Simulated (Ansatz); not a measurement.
Crystal: Ba2Tl5V3O12.

```
Ba V Tl O
1.0
     6.06147    0.00000    0.00000
    -2.48324    5.58450    0.00000
    -2.28447   -2.42817   13.72687
Ba V Tl O
2 3 5 12
Direct
  0.88251 0.01561 0.47320
  0.57886 0.79688 0.88922
  0.26936 0.10580 0.98468
  0.11629 0.55820 0.33914
  0.60807 0.30696 0.66552
  0.48361 0.28991 0.38373
  0.08311 0.07485 0.74869
  0.77279 0.89398 0.17719
  0.29791 0.66599 0.60107
  0.97201 0.46636 0.04740
  0.02458 0.05647 0.04354
  0.16369 0.86975 0.88754
  0.33585 0.37289 0.93818
  0.53308 0.10242 0.04892
  0.42674 0.67762 0.40063
  0.95197 0.64202 0.41211
  0.00696 0.24041 0.32565
  0.08373 0.64865 0.23032
  0.85890 0.33214 0.61652
  0.63673 0.58163 0.72390
  0.56343 0.09920 0.74423
  0.34984 0.20226 0.56862
```

The cell was built by a generator and needn't be a form met in nature.

Base run:

| Property | Result |
| --- | --- |
| Program | Ansatz 0.2.0 |
| Functional | PBE |
| Potentials or basis | Ansatz PAW |
| Cutoff | 420 eV (not typed: the program's choice for these potentials) |
| k mesh | 5 × 5 × 2 |
| Occupations | fermi-dirac, width 0.05 eV |
| Spin | collinear spin, ferromagnetic start |
| Starting moments | [0.0, 0.0, 2.0, 2.0, 2.0, 0.0, 0.0, 0.0, 0.0, 0.0, 0.0, 0.0, 0.0, 0.0, 0.0, 0.0, 0.0, 0.0, 0.0, 0.0, 0.0, 0.0] μB |
| Hubbard terms | V d U = 8 eV |

Its results: band gap on the k mesh 3.05 eV, direct; pressure 0.7 GPa; net moment 0.00 μB per cell; largest force 0.295 eV/Å.

Problem. The run is repeated on the same cell with these changes: hubbard terms from V d U = 8 eV to V d U = 2 eV. What comes out?

Solution. Band gap on the k mesh 3.03 eV, indirect (least direct gap 3.04 eV); pressure 0.1 GPa; net moment 0.00 μB per cell; largest force 0.062 eV/Å.

Caveats: the magnetic or orbital state may not be the lowest; odd divisions of the mesh miss points on the zone boundary, where band edges often lie, so the gap on the mesh can be too wide; spin-orbit coupling is left out, which as a rule narrows the gap of such compounds by several tenths of an eV; the starting moments weren't kept.

A k mesh can miss the band edges.
